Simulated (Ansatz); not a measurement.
# C2H6ClGa: a ladder of functionals and wavefunction methods

An exercise on one series of results from a longer session: the logs are not shown, and one member is left open.

The runs use Ansatz 0.2.0, Gaussian basis; functionals in def2-TZVPP, the program's frozen cores in correlated methods.

Levels to be run: LDA (SPW92), PBE-D4, revPBE-D4, BLYP-D4, r2SCAN-D4, B97M-V, PBE0-D4, B3LYP-D4, r2SCANh-D4, r2SCAN0-D4, HSE06-D4, BHLYP-D4, CAM-B3LYP-D4, LC-ωPBE, ωB97X-V, ωB97M-V, B2PLYP, PBE-QIDH; CCSD(T)/def2-SVP; CCSD(T)/def2-TZVPP; MP2/def2-QZVPP; extrapolation to the limit; RPA on PBE.

### The relaxed structure

The geometry comes from an earlier relaxation with PBE0-D4 in a triple-zeta def2 set; it is a stationary point, not always the lowest conformer.

10 atoms, charge 0, spin multiplicity 1.

Atoms are counted from 1 here; the program's logs count them from 0.

Bond lengths: C1–C2 1.524 Å, C1–H5 1.094 Å, C1–H6 1.093 Å, C1–H7 1.093 Å, C2–Ga3 1.962 Å, C2–H8 1.095 Å, C2–H9 1.095 Å, Ga3–Cl4 2.162 Å, Ga3–H10 1.563 Å. Angles: C2–C1–H5 111.5°, C2–C1–H6 111.9°, C2–C1–H7 111.9°, H5–C1–H6 107.2°, H5–C1–H7 107.2°, H6–C1–H7 107.0°, C1–C2–Ga3 115.3°, C1–C2–H8 111.3°, C1–C2–H9 111.3°, Ga3–C2–H8 106.5°, Ga3–C2–H9 106.5°, H8–C2–H9 105.2°, C2–Ga3–Cl4 115.3°, C2–Ga3–H10 130.6°, Cl4–Ga3–H10 114.1°.

The first run:

Input file in.yaml:

```yaml
crystal:
  periodic: [false, false, false]
  atoms:
    - {symbol: C, position_ang: [0.006447, 0.816914, 1.133751]}
    - {symbol: C, position_ang: [-0.565881, -0.199063, 0.153117]}
    - {symbol: Ga, position_ang: [0.597884, -0.652969, -1.360441]}
    - {symbol: Cl, position_ang: [-0.223304, -2.079305, -2.762568]}
    - {symbol: H, position_ang: [-0.692634, 1.023485, 1.949240]}
    - {symbol: H, position_ang: [0.227608, 1.771119, 0.648744]}
    - {symbol: H, position_ang: [0.936773, 0.465513, 1.587181]}
    - {symbol: H, position_ang: [-1.511240, 0.149957, -0.275804]}
    - {symbol: H, position_ang: [-0.808145, -1.142615, 0.653795]}
    - {symbol: H, position_ang: [2.032481, -0.153025, -1.727015]}
basis:
  gaussian: {orbitals: def2-TZVPP}
hamiltonian: {xc: lda}
output: {orbitals: {seedname: orbitals}}
```

Steps of the session up to this table: LDA; PBE-D4 (GGA); revPBE-D4 (GGA); BLYP-D4 (GGA); r2SCAN-D4 (meta-GGA); B97M-V (meta-GGA); PBE0-D4 (hybrid); B3LYP-D4 (hybrid); r2SCANh-D4 (hybrid); r2SCAN0-D4 (hybrid); HSE06-D4 (hybrid); BHLYP-D4 (hybrid); CAM-B3LYP-D4 (range-separated); LC-ωPBE (range-separated); ωB97X-V (range-separated); ωB97M-V (range-separated); B2PLYP (double hybrid); PBE-QIDH (double hybrid).

One of the session's tables, all rows but one given; the rest of the session is left out.

It belongs to the step «Orbital energies across the functionals». 

| functional | HOMO (eV) | LUMO (eV) | gap (eV) |
| --- | --- | --- | --- |
| LDA (SPW92) | -6.69 | -2.43 | 4.26 |
| PBE-D4 | -6.57 | -2.15 | 4.43 |
| revPBE-D4 | -6.53 | -2.02 | 4.51 |
| BLYP-D4 | -6.45 | -2.09 | 4.35 |
| r2SCAN-D4 | -6.85 | -1.89 | 4.96 |
| B97M-V | -6.94 | -2.09 | 4.86 |
| PBE0-D4 | -7.81 | -1.36 | 6.46 |
| B3LYP-D4 | -7.60 | -1.63 | 5.97 |
| r2SCANh-D4 | -7.31 | -1.61 | 5.70 |
| r2SCAN0-D4 | -8.00 | -1.21 | 6.79 |
| HSE06-D4 | -7.42 | -1.72 | 5.69 |
| BHLYP-D4 | -8.95 | -0.62 | 8.33 |
| CAM-B3LYP-D4 | -9.15 | -0.48 | 8.67 |
| LC-ωPBE | ? | ? | ? |
| ωB97X-V | -10.14 | 0.56 | 10.70 |
| ωB97M-V | -9.99 | 0.33 | 10.32 |

**Question.** Estimate the row for LC-ωPBE.

**Answer.** HOMO (eV): -10.50; LUMO (eV): 0.72; gap (eV): 11.22. In the column «HOMO (eV)» it is the lowest.
